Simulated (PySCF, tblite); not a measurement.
# C5H10OS+ (doublet): geometry, infrared bands and EPR parameters

What infrared bands and EPR parameters should C5H10OS+ (doublet) (`CC[S+]CCC=O`) show?

Computed with tblite 0.8.0 and PySCF 2.14.0, with density-fitted response routines of our own, on a single molecule in the gas phase. Atoms count from 0, in the outputs and in this text.

### Step 1. The molecule as given

17 atoms, charge 1, multiplicity 2; geometry from: force field or distance geometry start.

Bonds of the start (Å): C0–C1 1.51, C1–S2 1.84, S2–C3 1.83, C3–C4 1.53, C4–C5 1.51, C5–O6 1.23, C0–H7 1.09, C0–H8 1.10, C0–H9 1.08, C1–H10 1.10, C1–H11 1.09, C3–H12 1.09, C3–H13 1.09, C4–H14 1.08, C4–H15 1.10, C5–H16 1.11.

### Step 2. Optimising the geometry with GFN2-xTB

Job settings and geometry (Å):

```
{"job": {"kind": "relax", "xc": "GFN2-xTB", "basis": "xTB"}, "charge": 1, "multiplicity": 2}
C     -2.550200     0.703700    -0.158900
C     -2.089800    -0.713200     0.057700
S     -0.596900    -0.799800     1.132900
C      0.635300    -0.121700    -0.035900
C      2.021400    -0.260900     0.592600
C      3.077900     0.276600    -0.343600
O      2.862000     0.753200    -1.454700
H     -3.481900     0.704300    -0.733200
H     -2.758900     1.213300     0.790300
H     -1.833800     1.295100    -0.717000
H     -2.879800    -1.287900     0.564300
H     -1.882100    -1.218200    -0.883700
H      0.407700     0.923700    -0.222800
H      0.587800    -0.685000    -0.972700
H      2.266100    -1.298700     0.790100
H      2.092500     0.305300     1.534600
H      4.115700     0.222300     0.050100
```

Started as:

```sh
> OMP_NUM_THREADS=1 python probes_run.py task.json out
```

One launch serves the whole session: the jobs run in the order shown.

**Question.** This job is followed by: GFN2-xTB harmonic vibrations, gas phase; UKS B3LYP, pcH-1 on C H O S, non-relativistic, mean-field spin-orbit, GIAO. What will the session give for the following? strongest single infrared mode (GFN2-xTB); zero-point energy (GFN2-xTB); g(iso) (B3LYP); ⟨S²⟩; largest a(iso) (averaged by class).

The runs gave:

```
                                 quantity                  value
strongest single infrared mode (GFN2-xTB)  1808 cm⁻¹, 367 km/mol
             zero-point energy (GFN2-xTB)          86.3 kcal/mol
                           g(iso) (B3LYP)                2.01558
                                     ⟨S²⟩     0.754 (exact 0.75)
       largest a(iso) (averaged by class)   1H on H16, 105.0 MHz
```

The optimisation took 136 steps and gained 0.187 eV; among the close pairs (by a distance rule), C5–O6 changed most, from 1.228 to 1.187 Å. All 45 modes are real, so the xTB geometry is a minimum. The strongest single mode, at 1808 cm⁻¹, moves mainly C5 and O6. GFN2-xTB is a fitted tight-binding method: band positions and strengths are rough. Its intensities can rank the bands wrongly. Most of the unpaired spin sits on S2 (0.73 e). The isotropic g lies 13.3 ppt above the free-electron value.
